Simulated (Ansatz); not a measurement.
# FH6InO2Si: the cost of one run

Program: Ansatz 0.2.0. Level of theory: RKS B3LYP/def2-SVP. These are calculated values, not measurements.

## (1) The starting structure

Bond lengths: In1–Si2 2.956 Å, In1–O3 1.987 Å, In1–O4 1.975 Å, In1–H5 2.034 Å, In1–F6 2.366 Å, Si2–H7 1.477 Å, Si2–H8 1.470 Å, Si2–H9 1.467 Å, O3–H10 0.954 Å, O4–H11 0.960 Å. Angles (14 of 18 angles, heavy atoms first): Si2–In1–O3 133.5°, Si2–In1–O4 116.5°, Si2–In1–F6 69.2°, O3–In1–O4 109.6°, O3–In1–F6 104.7°, O4–In1–F6 106.1°, In1–Si2–H7 116.3°, In1–Si2–H8 112.4°, In1–Si2–H9 100.7°, Si2–In1–H5 38.9°, O3–In1–H5 124.1°, O4–In1–H5 113.8°, H5–In1–F6 30.4°, In1–O3–H10 117.0°.

Structure file:

```xyz
11

In   -0.9944    0.0265   -0.1114
Si    1.9024   -0.3892   -0.5292
O    -2.2053    1.5805   -0.3736
O    -2.0626   -1.5808    0.3064
H     0.7777    0.1164    0.8833
F     0.2182    0.5375    1.8551
H     2.7775    0.7672   -0.2469
H     2.3985   -1.5924    0.1532
H     1.9385   -0.6262   -1.9768
H    -1.7968    2.4384   -0.4560
H    -2.9536   -1.2779    0.4958
```

## (2) Pulling towards end A

Springs on the bonds that form and break draw the guess towards this end; the thresholds are loose.

Contents of input.yaml:

```yaml
crystal:
  periodic: [false, false, false]
  atoms:
    - { symbol: In, position_ang: [-0.9944, 0.0265, -0.1114] }
    - { symbol: Si, position_ang: [1.9024, -0.3892, -0.5292] }
    - { symbol: O, position_ang: [-2.2053, 1.5805, -0.3736] }
    - { symbol: O, position_ang: [-2.0626, -1.5808, 0.3064] }
    - { symbol: H, position_ang: [0.7777, 0.1164, 0.8833] }
    - { symbol: F, position_ang: [0.2182, 0.5375, 1.8551] }
    - { symbol: H, position_ang: [2.7775, 0.7672, -0.2469] }
    - { symbol: H, position_ang: [2.3985, -1.5924, 0.1532] }
    - { symbol: H, position_ang: [1.9385, -0.6262, -1.9768] }
    - { symbol: H, position_ang: [-1.7968, 2.4384, -0.456] }
    - { symbol: H, position_ang: [-2.9536, -1.2779, 0.4958] }
basis:
  gaussian: { orbitals: def2-SVP }
hamiltonian:
  xc: b3lyp
relax:
  f_tol: 0.15
  max_steps: 25
  restrain:
    - { distance: [0, 5], at: 3.29, k: 30.0 }
    - { distance: [4, 1], at: 2.72, k: 30.0 }
    - { distance: [0, 1], at: 2.53, k: 30.0 }
    - { distance: [4, 5], at: 0.88, k: 30.0 }
```

The run is started by

```console
$ ansatz run input.yaml --threads 2 --pin off --max-ram 3072MiB --backend cpu --events-out ev --progress --plain --runs-dir out
```

**Question.** How long does this run take on 2 threads of Intel Xeon Platinum 8488C (Sapphire Rapids), shared host, and how much memory does it need?

About 48 s, with a peak of 0.3 GiB.
